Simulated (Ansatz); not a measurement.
# CH4BNZn: the cost of one run

All numbers are computed with the Python package of Ansatz 0.2.0. The levels of theory stand in the script.

**1. Starting point**

Bond lengths: C1–B2 1.550 Å, B2–N3 1.506 Å, B2–Zn4 2.038 Å, N3–Zn4 1.834 Å, C1–H5 1.075 Å, C1–H6 1.113 Å, C1–H7 1.150 Å, N3–H8 1.114 Å. Angles: C1–B2–N3 149.4°, C1–B2–Zn4 150.3°, N3–B2–Zn4 60.1°, B2–C1–H5 113.3°, B2–C1–H6 113.0°, B2–C1–H7 109.0°, H5–C1–H6 110.2°, H5–C1–H7 106.2°, H6–C1–H7 104.5°, B2–N3–Zn4 74.5°, B2–N3–H8 104.5°, Zn4–N3–H8 120.5°, B2–Zn4–N3 45.4°.

The script holds or builds the structure itself.

**2. The script**

Contents of ch4bnzn.py:

```python
from pathlib import Path
import argparse

import ansatz as az
import numpy as np

parser = argparse.ArgumentParser(description="CH4BNZn at several levels of theory.")
parser.add_argument("--basis", default="def2-SVP", help="Gaussian basis set")
args = parser.parse_args()


def main() -> None:
    mol = (
        az.Crystal.molecule()
        .atom("C", (0.0245, 1.1625, -0.0739))
        .atom("B", (-0.2113, -0.369, -0.0569))
        .atom("N", (-0.0254, -1.701, 0.6198))
        .atom("Zn", (-0.8599, -2.0711, -0.9712))
        .atom("H", (0.5262, 1.5254, 0.8047))
        .atom("H", (0.5525, 1.511, -0.99))
        .atom("H", (-0.993, 1.6976, -0.1074))
        .atom("H", (1.0785, -1.8126, 0.7189))
    )

    base = mol.calculation().basis(gaussian=args.basis)

    print("functional    E (Ha)        dipole (D)   HOMO (eV)  LUMO (eV)")
    for name in ["lda", "cam_b3lyp", "blyp", "pbe0", "r2scan", "hf"]:
        r = base.functional(name).forces().orbitals().run(threads=1, backend="cpu", runs_dir="runs").report
        lines = Path(r["orbitals_path"]).read_text().splitlines()
        field_of = lambda key: [line.split("=")[1].strip() for line in lines if line.startswith(key)]
        orbitals = [(27.211386 * float(e), s, float(n)) for e, s, n in zip(field_of("Ene="), field_of("Spin="), field_of("Occup="))]
        homo = max(e for e, _, n in orbitals if n > 0.5)
        lumo = min(e for e, _, n in orbitals if n < 0.5)
        dipole = 4.803205 * np.linalg.norm(r["charge_distribution"]["dipole_moment_e_ang"])
        print(f"{name:10s} {r['free_energy_ev'] / 27.211386246:14.6f} {dipole:9.3f} {homo:11.3f} {lumo:10.3f}")


if __name__ == "__main__":
    main()
```

**3. The calls as engine input**

The package turns the script's settings into the engine's input (first run):

```yaml
crystal:
  periodic: [false, false, false]
  atoms:
    - { symbol: C, position_ang: [0.0245, 1.1625, -0.0739] }
    - { symbol: B, position_ang: [-0.2113, -0.369, -0.0569] }
    - { symbol: "N", position_ang: [-0.0254, -1.701, 0.6198] }
    - { symbol: Zn, position_ang: [-0.8599, -2.0711, -0.9712] }
    - { symbol: H, position_ang: [0.5262, 1.5254, 0.8047] }
    - { symbol: H, position_ang: [0.5525, 1.511, -0.99] }
    - { symbol: H, position_ang: [-0.993, 1.6976, -0.1074] }
    - { symbol: H, position_ang: [1.0785, -1.8126, 0.7189] }
basis:
  gaussian:
    orbitals: def2-SVP
hamiltonian:
  xc: lda
output:
  orbitals: {}
  forces: true
```

**4. The run**

Launch:

```sh
> python ch4bnzn.py
```

Q: Estimate wall time and peak memory on 1 thread of Arm Neoverse N1, shared host.

About 41 s, with a peak of 0.27 GiB.
